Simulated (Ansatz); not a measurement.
# C₂H₁₀OSi₂, SMILES C[SiH](C)[SiH2]O: a single point in a Gaussian basis

Computed with Ansatz 0.2.0, Python API.

At the Python prompt:
```pycon
>>> import ansatz as az
>>> from ase import Atoms
>>> atoms = Atoms(["C", "Si", "C", "Si", "O", "H", "H", "H", "H", "H", "H", "H", "H", "H", "H"], positions=[
...     [-1.3865, 0.5972, -1.3503],
...     [-0.194, 0.5265, 0.0834],
...     [-1.0115, -0.3143, 1.535],
...     [1.6172, -0.6327, -0.5168],
...     [2.706, -0.7209, 0.8068],
...     [-1.6819, -0.4331, -1.6364],
...     [-2.2877, 1.1716, -1.053],
...     [-0.8978, 1.0951, -2.2128],
...     [0.2004, 1.8905, 0.464],
...     [-1.307, -1.3441, 1.2471],
...     [-0.2999, -0.3574, 2.3849],
...     [-1.9123, 0.2594, 1.8348],
...     [2.2712, 0.0345, -1.6524],
...     [1.2131, -1.9905, -0.91],
...     [2.9707, 0.2183, 0.9757],
... ])
>>> molecule = az.Crystal.molecule_from_ase(atoms)
>>> job = molecule.calculation()
>>> job = job.basis(gaussian="def2-TZVP")
>>> job = job.functional(az.LibraryFunctional("PBE-QIDH"))
>>> print(job.to_yaml())
crystal:
  periodic: [false, false, false]
  atoms:
    - { symbol: C, position_ang: [-1.3865, 0.5972, -1.3503] }
    - { symbol: Si, position_ang: [-0.194, 0.5265, 0.0834] }
    - { symbol: C, position_ang: [-1.0115, -0.3143, 1.535] }
    - { symbol: Si, position_ang: [1.6172, -0.6327, -0.5168] }
    - { symbol: O, position_ang: [2.706, -0.7209, 0.8068] }
    - { symbol: H, position_ang: [-1.6819, -0.4331, -1.6364] }
    - { symbol: H, position_ang: [-2.2877, 1.1716, -1.053] }
    - { symbol: H, position_ang: [-0.8978, 1.0951, -2.2128] }
    - { symbol: H, position_ang: [0.2004, 1.8905, 0.464] }
    - { symbol: H, position_ang: [-1.307, -1.3441, 1.2471] }
    - { symbol: H, position_ang: [-0.2999, -0.3574, 2.3849] }
    - { symbol: H, position_ang: [-1.9123, 0.2594, 1.8348] }
    - { symbol: H, position_ang: [2.2712, 0.0345, -1.6524] }
    - { symbol: H, position_ang: [1.2131, -1.9905, -0.91] }
    - { symbol: H, position_ang: [2.9707, 0.2183, 0.9757] }
basis:
  gaussian:
    orbitals: def2-TZVP
hamiltonian:
  xc:
    name: PBE-QIDH
>>> data = job.session().plan(threads=1).execute().report

>>> for key in ("converged", "free_energy_ev", "reference_energy_ev", "n_frozen", "n_occupied", "n_virtual"):
...     print(f"{key:22s} {data[key]}")
...
converged              True
free_energy_ev         -20026.042298151468
reference_energy_ev    -20017.577555375497
n_frozen               13
n_occupied             [16, 16]
n_virtual              [198, 198]
>>> state = data["mean_field"]["state"]
>>> print(f"mean field: {state['energy']['hartree']:.7f} Ha, <S^2> = {abs(state['spin_squared']):.4f}, stability: {state.get('stability', {}).get('kind')}")
mean field: -735.6324068 Ha, <S^2> = 0.0000, stability: minimum
```

Notes:
- Total energies depend on the basis set; only differences at equal settings carry meaning.
- The geometry is a force-field or estimated start, not a minimum of this method, and the basis set is short of its limit.
- Hardware and time: 22 s on 1 thread of Arm Neoverse V2, with other jobs on the host, peak memory 0.63 GiB.

(Lines on the test bed's own set-up are left out of the output.)
